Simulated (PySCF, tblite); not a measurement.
**C6H8N radical: geometry, infrared bands and EPR parameters**

What infrared bands and EPR parameters should C6H8N radical (`[H]/N=C1/[CH]C(=C)[C@H]1C`) show?

Computed with tblite 0.8.0 and PySCF 2.14.0, with density-fitted response routines of our own, on a single molecule in the gas phase. Atoms count from 0, in the outputs and in this text.

### 1 The starting structure

15 atoms, charge 0, multiplicity 2; geometry from: force field or distance geometry start.

Bonds of the start (Å): C0–C1 1.34, C1–C2 1.52, C2–C3 1.45, C3–N4 1.27, C3–C5 1.53, C5–C6 1.51, C5–C1 1.53, C0–H7 1.08, C0–H8 1.08, C2–H9 1.06, N4–H10 1.03, C5–H11 1.09, C6–H12 1.11, C6–H13 1.10, C6–H14 1.10.

### 2 Optimising the geometry with GFN2-xTB

Job settings and geometry (Å):

```
{"job": {"kind": "relax", "xc": "GFN2-xTB", "basis": "xTB"}, "charge": 0, "multiplicity": 2}
C      2.175100    -0.758600    -0.183600
C      1.094200     0.007200     0.047300
C      0.788600     1.121500     1.028000
C     -0.544600     1.238600     0.469800
N     -1.547300     1.976300     0.736500
C     -0.318200     0.107200    -0.537900
C     -1.195500    -1.116200    -0.373800
H      2.148700    -1.509200    -0.953500
H      3.081800    -0.631000     0.394100
H      1.281300     1.653800     1.807600
H     -2.329700     1.741700     0.105200
H     -0.352600     0.472700    -1.567900
H     -1.202900    -1.485500     0.672100
H     -0.849800    -1.932600    -1.022300
H     -2.233400    -0.878000    -0.643600
```

The run is started by

```sh
$ OMP_NUM_THREADS=1 python probes_run.py task.json out
```

The driver reads the jobs from task.json and runs them one after another.

**Question.** This job is followed by: GFN2-xTB harmonic vibrations, gas phase; UKS B3LYP, pcH-1 on C H N, non-relativistic, mean-field spin-orbit, GIAO. Predict these results of the whole session: strongest single infrared mode (GFN2-xTB); zero-point energy (GFN2-xTB); g(iso) (B3LYP); ⟨S²⟩; largest a(iso) (averaged by class); potential on the surface of density 0.002 e/bohr³, 1st and 99th percentile.

**Answer**, as computed:

| quantity | value |
| --- | --- |
| strongest single infrared mode (GFN2-xTB) | 1716 cm⁻¹, 127 km/mol |
| zero-point energy (GFN2-xTB) | 75.5 kcal/mol |
| g(iso) (B3LYP) | 2.00317 |
| ⟨S²⟩ | 0.783 (exact 0.75) |
| largest a(iso) (averaged by class) | 13C on C2, 52.4 MHz |
| potential on the surface of density 0.002 e/bohr³, 1st and 99th percentile | -1.97 V and 1.29 V |

What this shows: Relaxing lowered the energy by 0.237 eV in 50 steps; the close pair that moved most is C1–C2, from 1.516 to 1.413 Å. No mode is imaginary among the 39: a minimum at this level. The strongest single mode, at 1716 cm⁻¹, moves mainly C3. Unscaled tight-binding wavenumbers are off by several per cent, some by more. Its intensities can rank the bands wrongly. The largest spin populations lie on C2 (0.59 e), C0 (0.56 e). The isotropic g lies 0.9 ppt above the free-electron value. The conformer search found further structures of the same energy, which may be mirror or relabelled copies of this one.
